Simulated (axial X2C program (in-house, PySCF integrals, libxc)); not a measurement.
# OPrO⁻: Ω levels from open-shell CI on f(δφ)2 f(π)0

Which Ω levels does OPrO⁻ have in the configuration f(δφ)2 f(π)0, and how far apart?

The runs use an in-house X2C program for linear molecules on PySCF integrals; two-component X2C, average-of-configuration Hartree–Fock and CI in the open shells.

All values are calculated.

**1. Set-up**

task.json

```json
{"zs": [8, 59, 8], "q": -1, "bas": ["dyall-v2z", "dyall-v2z", "dyall-v2z"], "r0": 1.72, "metal": 1, "shells": [[3, [2, 3], 2], [3, [1], 0]], "fix": 0, "emax": 3.5, "nroots": 6}
```

Keys: zs atomic numbers; q charge; bas basis sets; r0 starting distance in Å; metal index of the metal atom; shells open shells as [l, |m| values, electrons]; fix electron count of the first shell held; emax energy window in eV; nroots roots for each Ω.

Launch:

```
> python soci.py task.json out
```

Two-component X2C with atomic mean-field Coulomb and Gaunt terms, basis O dyall-v2z, Pr dyall-v2z (cores contracted in-house). Orbitals come from Hartree–Fock averaged over the configuration Pr f(δφ)2 f(π)0; CI then distributes these electrons over the f(δφ), f(π) shells of Pr.

**2. CI at O–Pr–O held linear, both bonds 2.032 Å**

Output:

```text
average of configuration f(δφ)2 f(π)0
basis functions 197  fitting functions 1190
iter      average energy  largest gradient
   1      -9379.350318671   2.20e+00
   2      -9379.400077750   5.72e-03
   3      -9379.400295409   7.90e-03
   4      -9379.400316570   7.35e-04
   5      -9379.400322328   8.02e-04
   6      -9379.400323561   4.28e-04
   7      -9379.400323991   5.47e-05
   8      -9379.400324089   4.82e-05
   9      -9379.400324187   6.55e-05
  10      -9379.400324315   5.40e-05
  11      -9379.400324509   7.57e-05
  12      -9379.400324661   5.64e-05
  13      -9379.400324714   1.99e-05
converged
CI levels
2*Omega        energy/Eh    cm-1   g(par)  dipole/D  leading shell counts
    8     -9379.45987394        0   6.486   -9.760  {'2 0': 1.0}
   10     -9379.45595188      861  10.230   -9.760  {'2 0': 1.0}
   12     -9379.44875483     2440  14.001   -9.760  {'2 0': 1.0}
    0     -9379.44395249     3494   0.000   -9.760  {'2 0': 1.0}
    2     -9379.43605318     5228   3.185   -9.760  {'2 0': 1.0}
    2     -9379.41648543     9523   2.092   -9.760  {'2 0': 0.999}
    0     -9379.41569328     9697   0.000   -9.760  {'2 0': 0.998}
    4     -9379.41308636    10269   5.571   -9.760  {'2 0': 1.0}
    0     -9379.40969206    11014   0.000   -9.760  {'2 0': 0.999}
    0     -9379.39686569    13829   0.000   -9.760  {'2 0': 0.999}
    2     -9379.38751914    15880   2.094   -9.760  {'2 0': 0.998}
    8     -9379.37759044    18059   8.382   -9.760  {'2 0': 0.998}
   12     -9379.35982011    21959  12.004   -9.760  {'2 0': 1.0}
   10     -9379.35813986    22328  10.237   -9.760  {'2 0': 0.998}
    0     -9379.35632714    22726   0.000   -9.760  {'2 0': 0.999}
    2     -9379.34995075    24125   3.765   -9.760  {'2 0': 1.0}
```

Dipoles in the output refer to the first atom as origin, so for this ion they depend on that choice.

Wall time 1.4 s (1 thread of Arm Neoverse V1, shared host); peak memory 0.38 GiB.

Active spinors (ω > 0; filled shells left out):

| shell | ω | ε (eV) | character |
| --- | --- | --- | --- |
| f(δφ) | 3/2 | 11.17 | 100% Pr f |
| f(δφ) | 5/2 | 11.32 | 100% Pr f |
| f(δφ) | 5/2 | 11.75 | 100% Pr f |
| f(δφ) | 7/2 | 11.78 | 100% Pr f |
| f(π) | 1/2 | 16.61 | 85% Pr f, 10% O p, 6% Pr p |
| f(π) | 3/2 | 16.66 | 93% Pr f |

The levels:

| Ω | energy (cm⁻¹) | g∥ | configuration |
| --- | --- | --- | --- |
| 4 | 0 | 6.49 | 100% f(δφ)2 |
| 5 | 861 | 10.23 | 100% f(δφ)2 |
| 6 | 2440 | 14.00 | 100% f(δφ)2 |
| 0 | 3494 | 0.00 | 100% f(δφ)2 |
| 1 | 5228 | 3.18 | 100% f(δφ)2 |
| 1 | 9523 | 2.09 | 100% f(δφ)2 |
| 0 | 9697 | 0.00 | 100% f(δφ)2 |
| 2 | 10269 | 5.57 | 100% f(δφ)2 |
| 0 | 11014 | 0.00 | 100% f(δφ)2 |
| 0 | 13829 | 0.00 | 100% f(δφ)2 |
| 1 | 15880 | 2.09 | 100% f(δφ)2 |
| 4 | 18059 | 8.38 | 100% f(δφ)2 |
| 6 | 21959 | 12.00 | 100% f(δφ)2 |
| 5 | 22328 | 10.24 | 100% f(δφ)2 |
| 0 | 22726 | 0.00 | 100% f(δφ)2 |
| 1 | 24125 | 3.77 | 100% f(δφ)2 |

g∥ is the magnitude of 2⟨Lz + ge Sz⟩ for the +Ω component.

**3. The same at O–Pr–O held linear, both bonds 2.286 Å**

| Ω | energy (cm⁻¹) | g∥ | configuration |
| --- | --- | --- | --- |
| 4 | 0 | 6.85 | 99% f(δφ)2 |
| 5 | 242 | 10.43 | 100% f(δφ)2 |
| 6 | 1662 | 14.00 | 100% f(δφ)2 |
| 0 | 2888 | 0.00 | 100% f(δφ)2 |
| 1 | 4267 | 2.46 | 98% f(δφ)2 |
| 2 | 8187 | 5.26 | 95% f(δφ)2 |
| 1 | 8395 | 2.26 | 99% f(δφ)2 |
| 0 | 9195 | 0.00 | 100% f(δφ)2 |
| 0 | 10376 | 0.00 | 100% f(δφ)2 |
| 0 | 13905 | 0.00 | 99% f(δφ)2 |

**4. Results**

| quantity | value |
| --- | --- |
| lowest level of the model | Ω = 4, g∥ = 6.49, 100% f(δφ)2 |
| next level | Ω = 5, 861 cm⁻¹ higher |

In the lowest level ⟨Sz⟩ = -0.76 and ⟨Lz⟩ = 4.76; its leading determinant has weight 0.60 among 5. From 2.032 to 2.286 Å the gap from the lowest to the fifth level goes from 5228 to 4267 cm⁻¹. Dynamic correlation is missing, so gaps between terms are too wide and other configurations may lie lower; the lowest level listed is that of this model, not necessarily the ground state. At most 6 roots were kept for each Ω > 0 (twice that for Ω = 0) within 3.5 eV of the lowest, so higher up levels can be missing between those listed; levels with Ω > 0 are doubly degenerate and listed once, Ω = 0 levels singly. States that fill the shells left empty in the average are placed too high. For an anion, levels above electron detachment are held by the basis set. The molecule was held linear; bending was not examined.
